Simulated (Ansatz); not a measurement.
RuAu: relaxation of cell and atoms with PBEsol

RuAu:

```
CELL_PARAMETERS angstrom
3.16481 0.00000 0.00000
0.00000 3.16481 0.00000
0.00000 0.00000 3.16481
ATOMIC_POSITIONS crystal
Ru 0.00000 0.00000 0.00000
Au 0.50000 0.50000 0.50000
```

The cell was built by a generator and needn't be a form met in nature.

```json
{
 "Program": "Ansatz 0.2.0",
 "Task": "relaxation of cell and atoms",
 "Functional": "PBEsol",
 "Potentials or basis": "Ansatz PAW",
 "Cutoff": "420 eV (not typed: the program's choice for these potentials)",
 "k mesh": "8 × 8 × 8",
 "Occupations": "fermi-dirac, width 0.05 eV",
 "Spin": "no spin polarisation",
 "Target pressure": "2 GPa",
 "Target pressure (GPa)": "2"
}
```

* Relaxed volume: 15.09 Å³/atom
* Relaxed cell: a = 3.114 Å, b = 3.114 Å, c = 3.114 Å, α = 90.00°, β = 90.00°, γ = 90.00°
* Space group after relaxing (to 0.05 Å): Pm-3m (No. 221)
* Energy change on relaxing (the enthalpy is what falls): -17.5 meV/atom
* Ionic steps: 4
* Pressure after relaxing: 2.0 GPa
* Band gap on the k mesh: none (metal or under the smearing width)

The path:
| step | energy change (eV) | largest force (eV/Å) | volume (Å³) |
| --- | --- | --- | --- |
| 1 | 0.0000 | 0.0000 | 31.70 |
| 2 | -0.0368 | 0.0000 | 30.45 |
| 3 | -0.0354 | 0.0000 | 30.19 |
| 4 | -0.0350 | 0.0000 | 30.19 |

Final structure:
```xyz
2
Lattice="3.1136 0.0000 0.0000 0.0000 3.1136 0.0000 0.0000 0.0000 3.1136" Properties=species:S:1:pos:R:3 pbc="T T T"
Ru    0.0000    0.0000    0.0000
Au    1.5568    1.5568    1.5568
```

Levels at points of the mesh, in eV from the Fermi level:
| k point | band 13 | band 14 | band 15 | band 16 | band 17 | band 18 | band 19 | band 20 | band 21 | band 22 |
| --- | --- | --- | --- | --- | --- | --- | --- | --- | --- | --- |
| (0.00, 0.00, 0.00) | -4.54 | -4.54 | -1.20 | -1.20 | 0.60 | 0.60 | 0.60 | 7.70 | 7.70 | 7.70 |
| (0.00, 0.00, -0.50) | -4.63 | -3.78 | -3.14 | -1.87 | -1.87 | -1.75 | -0.57 | 1.48 | 14.48 | 15.44 |
| (0.00, -0.50, -0.50) | -2.83 | -2.39 | -0.82 | 0.05 | 0.05 | 0.49 | 0.91 | 0.91 | 6.01 | 8.33 |
| (-0.50, -0.50, -0.50) | -3.84 | -3.84 | -2.77 | -2.77 | 0.57 | 0.57 | 3.55 | 8.87 | 9.15 | 9.15 |

Wall time 4.5 s on 2 threads of Arm Neoverse V1, on a shared host, peak memory 0.31 GiB.

Caveat: the plane-wave basis is chosen anew once the cell has moved, so the energies of steps on either side of that aren't comparable; the PAW data sets come from PBE, with cores solved anew for the run's functional, which leaves a small shift of forces and pressure. Spin-orbit coupling is left out, which matters for the levels of Au.
